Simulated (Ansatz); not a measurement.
# CH5FSSi: small, medium and large basis sets

Aim: see how fast density functionals converge with the basis set for CH5FSSi.

Method: one geometry, several basis sets; program: Ansatz 0.2.0, Gaussian basis.

The runs, in order: PBE0-D4/def2-SVP; ωB97M-V/def2-SVP; PBE0-D4/def2-QZVPP; ωB97M-V/def2-QZVPP; the functionals' def2-TZVPP values are taken from earlier runs.

**1. The geometry**

All runs share one geometry, relaxed beforehand with PBE0-D4 in a triple-zeta def2 set.

SMILES `F[SiH2]CS`, 9 atoms, charge 0, spin multiplicity 1.

Atoms are counted from 1 here; the program's logs count them from 0.

Bond lengths: F1–Si2 1.604 Å, Si2–C3 1.863 Å, Si2–H5 1.485 Å, Si2–H6 1.480 Å, C3–S4 1.814 Å, C3–H7 1.094 Å, C3–H8 1.092 Å, S4–H9 1.343 Å. Angles: F1–Si2–C3 108.0°, F1–Si2–H5 107.1°, F1–Si2–H6 108.2°, C3–Si2–H5 111.5°, C3–Si2–H6 110.7°, H5–Si2–H6 111.3°, Si2–C3–S4 111.0°, Si2–C3–H7 108.7°, Si2–C3–H8 112.7°, S4–C3–H7 105.7°, S4–C3–H8 111.1°, H7–C3–H8 107.3°, C3–S4–H9 97.1°.

**2. PBE0-D4 in def2-SVP**

in.yaml

```yaml
crystal:
  periodic: [false, false, false]
  atoms:
    - {symbol: F, position_ang: [-1.203907, 1.022430, -1.148285]}
    - {symbol: Si, position_ang: [0.301773, 0.796958, -0.644083]}
    - {symbol: C, position_ang: [0.354558, -0.800079, 0.313177]}
    - {symbol: S, position_ang: [-0.845352, -0.782725, 1.674046]}
    - {symbol: H, position_ang: [1.162348, 0.735270, -1.852960]}
    - {symbol: H, position_ang: [0.674307, 1.937998, 0.222409]}
    - {symbol: H, position_ang: [1.336708, -0.892829, 0.786278]}
    - {symbol: H, position_ang: [0.215362, -1.677870, -0.321930]}
    - {symbol: H, position_ang: [-1.907295, -0.385652, 0.954349]}
basis:
  gaussian: {orbitals: def2-SVP}
hamiltonian: {xc: pbe0, dispersion: d4}
output: {orbitals: {seedname: orbitals}}
```

The runs that follow: ωB97M-V in def2-SVP; PBE0-D4 in def2-QZVPP; ωB97M-V in def2-QZVPP.

Q: Predict the results of all the runs planned. Wanted: PBE0-D4: double and triple zeta above quadruple; ωB97M-V: double and triple zeta above quadruple.

As calculated:

```
                                       quantity           value
PBE0-D4: double and triple zeta above quadruple  12.23, 0.83 eV
ωB97M-V: double and triple zeta above quadruple  12.32, 0.78 eV
```

What this shows: PBE0-D4 gains 11.40 eV from double to triple zeta, then 0.83 eV more. Total energies overstate the basis error of differences, where much of it tends to cancel. The LUMO of ωB97M-V is positive and keeps falling with the basis (2.53 to 1.31 eV): an unbound level that the basis holds in place.
